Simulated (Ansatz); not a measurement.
**CH5ClGeSe: small, medium and large basis sets**

An exercise on one series of results from a longer session: the logs are not shown, and one member is left open.

Method: one geometry, several basis sets; program: Ansatz 0.2.0, Gaussian basis.

The runs, in order: PBE0-D4/def2-SVP; ωB97M-V/def2-SVP; PBE0-D4/def2-QZVPP; ωB97M-V/def2-QZVPP; the functionals' def2-TZVPP values are taken from earlier runs.

## The geometry

All runs share one geometry, relaxed beforehand with PBE0-D4 in a triple-zeta def2 set.

SMILES `[CH3][GeH]([Cl])[SeH]`, 9 atoms, charge 0, spin multiplicity 1.

Atoms are counted from 1 here; the program's logs count them from 0.

Bond lengths: C1–Ge2 1.939 Å, C1–H5 1.090 Å, C1–H6 1.090 Å, C1–H7 1.091 Å, Ge2–Cl3 2.166 Å, Ge2–Se4 2.346 Å, Ge2–H8 1.535 Å, Se4–H9 1.469 Å. Angles: Ge2–C1–H5 109.7°, Ge2–C1–H6 109.5°, Ge2–C1–H7 109.4°, H5–C1–H6 109.4°, H5–C1–H7 109.8°, H6–C1–H7 109.1°, C1–Ge2–Cl3 106.5°, C1–Ge2–Se4 112.3°, C1–Ge2–H8 115.1°, Cl3–Ge2–Se4 110.3°, Cl3–Ge2–H8 106.4°, Se4–Ge2–H8 106.0°, Ge2–Se4–H9 92.2°.

The first run:

Input file in.yaml:

```yaml
crystal:
  periodic: [false, false, false]
  atoms:
    - {symbol: C, position_ang: [0.007973, 0.627789, -1.078859]}
    - {symbol: Ge, position_ang: [0.311673, -0.744615, 0.256596]}
    - {symbol: Cl, position_ang: [2.229260, -0.308263, 1.163246]}
    - {symbol: Se, position_ang: [-1.371017, -0.785505, 1.890180]}
    - {symbol: H, position_ang: [-0.939474, 0.443736, -1.586265]}
    - {symbol: H, position_ang: [-0.024017, 1.604098, -0.595313]}
    - {symbol: H, position_ang: [0.823146, 0.615261, -1.803172]}
    - {symbol: H, position_ang: [0.405788, -2.175770, -0.289909]}
    - {symbol: H, position_ang: [-1.354734, 0.677070, 2.026295]}
basis:
  gaussian: {orbitals: def2-SVP}
hamiltonian: {xc: pbe0, dispersion: d4}
output: {orbitals: {seedname: orbitals}}
```

Started as:

```
> ansatz run in.yaml --threads 4 --pin off --events-out ev --progress --plain --max-ram 10444MiB
```

Among the steps run: PBE0-D4 in def2-SVP; ωB97M-V in def2-SVP; PBE0-D4 in def2-QZVPP; ωB97M-V in def2-QZVPP.

One of the session's tables, all rows but one given; the rest of the session is left out.

It belongs to the step «Density functionals: the series». 

```
functional       basis  HOMO (eV)
   PBE0-D4    def2-SVP      -7.10
   PBE0-D4  def2-TZVPP      -7.23
   PBE0-D4  def2-QZVPP          ?
   ωB97M-V    def2-SVP      -9.24
   ωB97M-V  def2-TZVPP      -9.39
   ωB97M-V  def2-QZVPP      -9.42
```

Q: Estimate the row for PBE0-D4, def2-QZVPP from the others.

As computed: HOMO (eV): -7.25. In the column «HOMO (eV)» it lies between ωB97M-V, def2-SVP (-9.24) and PBE0-D4, def2-TZVPP (-7.23).
